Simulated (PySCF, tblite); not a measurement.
# C₄H₇GaOS: geometry, infrared bands and NMR shifts

Aim: predict the infrared bands and NMR shifts of C₄H₇GaOS (`C=C[C@H]1C[S][GaH][O]1`).

Computed with tblite 0.8.0 and PySCF 2.14.0, with density-fitted response routines of our own, on a single molecule in the gas phase. Atoms count from 0, in the outputs and in this text.

## Step 1: Starting geometry

14 atoms, charge 0, multiplicity 1; geometry from: force field or distance geometry start.

Bonds of the start (Å): C0–C1 1.35, C1–C2 1.48, C2–C3 1.45, C3–S4 1.78, S4–Ga5 2.47, Ga5–O6 1.90, O6–C2 1.37, C0–H7 1.08, C0–H8 1.09, C1–H9 1.11, C2–H10 1.12, C3–H11 1.11, C3–H12 1.14, Ga5–H13 1.37.

## Step 2: Relaxing the molecule with GFN2-xTB

The job: settings as JSON, then the geometry in Å.

```
{"job": {"kind": "relax", "xc": "GFN2-xTB", "basis": "xTB"}, "charge": 0, "multiplicity": 1}
C      2.043100     0.436900     0.598700
C      0.707300     0.481900     0.441100
C      0.099200    -0.259000    -0.687000
C     -0.780600    -1.354300    -0.322200
S     -2.481500    -1.178300    -0.800700
Ga    -2.043100     1.240000    -0.549100
O     -0.482700     0.687600    -1.480200
H      2.630300    -0.121900    -0.114300
H      2.557000     0.952000     1.415700
H      0.093500     1.042600     1.169600
H      0.955200    -0.698200    -1.264600
H     -0.406200    -2.327600    -0.715000
H     -0.796400    -1.509500     0.806500
H     -2.096000     2.607400    -0.525400
```

On the command line:

```
$ OMP_NUM_THREADS=1 python probes_run.py task.json out
```

The driver reads the jobs from task.json and runs them one after another.

**Question.** This job is followed by: GFN2-xTB harmonic vibrations, gas phase; GIAO PBE0/pcSseg-1 NMR shielding, non-relativistic, gas phase. Predict these results of the whole session: strongest single infrared mode (GFN2-xTB); zero-point energy (GFN2-xTB); 13C shifts against TMS (PBE0/pcSseg-1); 1H shifts against TMS (PBE0/pcSseg-1); 33S shifts against CS2 (PBE0/pcSseg-1); 17O shifts against H2O (PBE0/pcSseg-1); shieldings of Ga (PBE0/pcSseg-1); surface potential, 1st and 99th percentile.

The runs gave:

| quantity | value |
| --- | --- |
| strongest single infrared mode (GFN2-xTB) | 1696 cm⁻¹, 589 km/mol |
| zero-point energy (GFN2-xTB) | 60.6 kcal/mol |
| 13C shifts against TMS (PBE0/pcSseg-1) | 150.1, 120.2, 81.2, 46.8 ppm |
| 1H shifts against TMS (PBE0/pcSseg-1) | 6.35, 6.33, 5.42, 5.25, 4.77, 3.46, 3.10 ppm |
| 33S shifts against CS2 (PBE0/pcSseg-1) | -119 ppm |
| 17O shifts against H2O (PBE0/pcSseg-1) | 160.6 ppm |
| shieldings of Ga (PBE0/pcSseg-1) | Ga5 1314.6 ppm |
| surface potential, 1st and 99th percentile | -1.52 V and 2.28 V |

Relaxing lowered the energy by 1.661 eV in 84 steps; the close pair that moved most is S4–Ga5, from 2.471 to 2.235 Å. All 36 modes are real, so the xTB geometry is a minimum. The strongest single mode, at 1696 cm⁻¹, moves mainly H13. GFN2-xTB is a fitted tight-binding method: band positions and strengths are rough. Its intensities can rank the bands wrongly. The most deshielded carbon is C1 (alkene CH), at 150.1 ppm: as expected for a trigonal carbon in a double bond. H9 (hydrogen on an alkene CH) lies farthest downfield among hydrogen, at 6.35 ppm; olefinic region. At PBE0/pcSseg-1: Shielding is most anisotropic at Ga5 (span 428 ppm, paramagnetic term -1326 ppm). At PBE0/pcSseg-1, counted by nearest atom on the grid, the HOMO lies on S4 69 %; O6 9 %, the LUMO on Ga5 52 %; H13 20 %. Spin-orbit coupling is left out, which matters for shieldings and couplings at and beside the heavy atoms.
